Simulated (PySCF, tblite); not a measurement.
# C6H8N2OSi: geometry, infrared bands and NMR shifts

Wanted: the infrared bands and NMR shifts of C6H8N2OSi (`C=C[C@@H](CC#N)O[SiH2]C#N`), by calculation.

Programs: tblite 0.8.0 and PySCF 2.14.0, with density-fitted response routines of our own. Each step states its level of theory. These are calculated values for one molecule in the gas phase, unless marked as measured. Atoms count from 0, in the outputs and in this text.

### Step 1. The molecule as given

18 atoms, charge 0, multiplicity 1; geometry from: force field or distance geometry start.

Bonds of the start (Å): C0–C1 1.34, C1–C2 1.51, C2–C3 1.55, C3–C4 1.46, C4–N5 1.16, C2–O6 1.42, O6–Si7 1.68, Si7–C8 1.89, C8–N9 1.16, C0–H10 1.08, C0–H11 1.09, C1–H12 1.11, C2–H13 1.10, C3–H14 1.09, C3–H15 1.12, Si7–H16 1.48, Si7–H17 1.48.

### Step 2. Optimising the geometry with GFN2-xTB

What the job is given:

```
{"job": {"kind": "relax", "xc": "GFN2-xTB", "basis": "xTB"}, "charge": 0, "multiplicity": 1}
C     -1.117100    -1.921900    -1.029300
C     -1.154300    -1.031700    -0.030700
C     -0.418100     0.284900    -0.024700
C     -1.441200     1.442300     0.111300
C     -0.799300     2.721700    -0.162500
N     -0.287700     3.733500    -0.415100
O      0.441200     0.294800     1.105400
Si     2.088900     0.051100     0.898100
C      2.531600    -1.595200     0.080200
N      2.786100    -2.597700    -0.438400
H     -0.572800    -1.743200    -1.946400
H     -1.660300    -2.867400    -0.948600
H     -1.716500    -1.283700     0.888300
H      0.131800     0.415300    -0.972500
H     -2.282500     1.305500    -0.571200
H     -1.851400     1.459900     1.149900
H      2.732900     0.169900     2.228000
H      2.579800     1.168200     0.066500
```

Started as:

```console
$ OMP_NUM_THREADS=1 python probes_run.py task.json out
```

The driver reads the jobs from task.json and runs them one after another.

**Question.** This job is followed by: GFN2-xTB harmonic vibrations, gas phase; GIAO PBE0/pcSseg-1 NMR shielding, non-relativistic, gas phase. What will the session give for the following? strongest single infrared mode (GFN2-xTB); zero-point energy (GFN2-xTB); 13C shifts against TMS (PBE0/pcSseg-1); 1H shifts against TMS (PBE0/pcSseg-1); 15N shifts against NH3 (PBE0/pcSseg-1); 17O shifts against H2O (PBE0/pcSseg-1); 29Si shifts against TMS (PBE0/pcSseg-1).

**Answer**, as computed:

| quantity | value |
| --- | --- |
| strongest single infrared mode (GFN2-xTB) | 2368 cm⁻¹, 225 km/mol |
| zero-point energy (GFN2-xTB) | 78.1 kcal/mol |
| 13C shifts against TMS (PBE0/pcSseg-1) | 144.7, 128.9, 124.7, 122.9, 80.6, 27.7 ppm |
| 1H shifts against TMS (PBE0/pcSseg-1) | 6.08, 5.86, 5.75, 5.15, 4.87, 4.22, 2.58, 2.24 ppm |
| 15N shifts against NH3 (PBE0/pcSseg-1) | 363.2, 301.5 ppm |
| 17O shifts against H2O (PBE0/pcSseg-1) | 52.4 ppm |
| 29Si shifts against TMS (PBE0/pcSseg-1) | -57.7 ppm |

In words: Relaxing lowered the energy by 0.283 eV in 60 steps; the close pair that moved most is O6–Si7, from 1.678 to 1.616 Å. The lowest mode is slightly imaginary (13i cm⁻¹), a soft motion within the noise of the Hessian, so the minimum is not strictly shown. The strongest single mode, at 2368 cm⁻¹, moves mainly H16. GFN2-xTB is a fitted tight-binding method: band positions and strengths are rough. Its intensities can rank the bands wrongly. The most deshielded carbon is C1 (alkene CH), at 144.7 ppm: the olefinic region. The most deshielded hydrogen is H12 (hydrogen on an alkene CH), at 6.08 ppm: a vinylic proton, deshielded by the sp2 carbon and the C=C anisotropy. At PBE0/pcSseg-1: The widest tensor belongs to N9: span 588 ppm, with a paramagnetic part of -434 ppm.
